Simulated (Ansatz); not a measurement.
**CH₄AlFS: two torsions**

How does the energy of CH₄AlFS, SMILES F[CH2][AlH][SH] change over two coordinates at once? A grid of runs gives the map.

Computed with Ansatz 0.2.0. Level: RHF/def2-TZVP.

## Step 1: Where the work starts

SMILES `F[CH2][AlH][SH]`, 8 atoms, charge 0, spin multiplicity 1.

Atoms are counted from 1 here; the program's logs count them from 0.

Bond lengths: F1–C2 1.408 Å, C2–Al3 2.000 Å, C2–H5 1.117 Å, C2–H6 1.117 Å, Al3–S4 2.191 Å, Al3–H7 1.595 Å, S4–H8 1.368 Å. Angles: F1–C2–Al3 109.5°, F1–C2–H5 108.6°, F1–C2–H6 108.7°, Al3–C2–H5 112.0°, Al3–C2–H6 112.5°, H5–C2–H6 105.4°, C2–Al3–S4 112.9°, C2–Al3–H7 125.4°, S4–Al3–H7 121.8°, Al3–S4–H8 88.0°.

As a file:

| atom | x (Å) | y (Å) | z (Å) |
| --- | --- | --- | --- |
| F1 | -1.2604 | 1.1523 | -0.0519 |
| C2 | 0.1299 | 1.0700 | 0.1529 |
| Al3 | 0.7185 | -0.8333 | -0.0279 |
| S4 | -0.9441 | -2.2054 | -0.4183 |
| H5 | 0.3675 | 1.4877 | 1.1614 |
| H6 | 0.6396 | 1.7451 | -0.5760 |
| H7 | 2.2224 | -1.3498 | 0.0955 |
| H8 | -1.7814 | -1.1236 | -0.3914 |

This geometry comes from a loose relaxation at PBE in a small basis, which is not shown.

## Step 3: Setting up the map

The axes are (1) dihedral F1–C2–Al3–S4: 12 values from −180 to 150 °, periodic; (2) dihedral C2–Al3–S4–H8: 12 values from −180 to 150 °, periodic.

Nothing else is relaxed (all other coordinates rigid). Energies count from the relaxed molecule at the same level. Points are written as (first, second).

(The set-up runs are not shown.)

## Step 4: Point (150°, 120°)

Contents of input.yaml:

```yaml
crystal:
  periodic: [false, false, false]
  atoms:
    - { symbol: F, position_ang: [-1.188159, 1.318073, 0.002873] }
    - { symbol: C, position_ang: [0.172583, 1.117863, 0.166375] }
    - { symbol: Al, position_ang: [0.651838, -0.800946, -0.027438] }
    - { symbol: S, position_ang: [2.618489, -1.354643, -0.791594] }
    - { symbol: H, position_ang: [0.443307, 1.509472, 1.143288] }
    - { symbol: H, position_ang: [0.682544, 1.7417, -0.562816] }
    - { symbol: H, position_ang: [-0.366696, -1.933173, 0.361579] }
    - { symbol: H, position_ang: [2.986393, -2.031432, 0.293889] }
basis:
  gaussian: { orbitals: def2-TZVP }
hamiltonian:
  xc: hf
output:
  forces: true
```

The run is started by

```
$ ansatz run input.yaml --threads 1 --pin off --max-ram 2560MiB --backend cpu --events-out ev --progress --plain --runs-dir out
```

The session goes on with these runs: the other points that were computed.

What does the calculation give? Wanted: lowest point; highest computed point; largest force on an atom.

As calculated:

```
                       quantity                                                               value
                   lowest point                                                (0°, 0°), 0.0 kJ/mol
         highest computed point                            (90°, 90°), 37.6 kJ/mol above the lowest
largest force on an atom (eV/Å)  0.00 at (0°, 0°) to 0.66 at (120°, −90°); 0.00 at the lowest point
        time for the whole task                                    6.3 min on 1 thread, shared host
```

**Reading.** The lowest computed point is at (0°, 0°), 0.0 kJ/mol from the relaxed molecule at the same level. There are further wells near (0°, −180°) (2.9 kJ/mol above the lowest at that grid point); (−180°, −180°) (3.1 kJ/mol above the lowest at that grid point); (−180°, 0°) (3.8 kJ/mol above the lowest at that grid point). The highest computed point, (90°, 90°), lies 37.6 kJ/mol above the lowest. On the interpolated surface the easiest way out of the lowest well to the well at (−180°, 0°) passes a barrier of about 8.7 kJ/mol. Round the minimum the valley is somewhat tilted: raising dihedral F1–C2–Al3–S4 shifts the best value of dihedral C2–Al3–S4–H8 downwards (coupling k₁₂/√(k₁₁k₂₂) about 0.2).
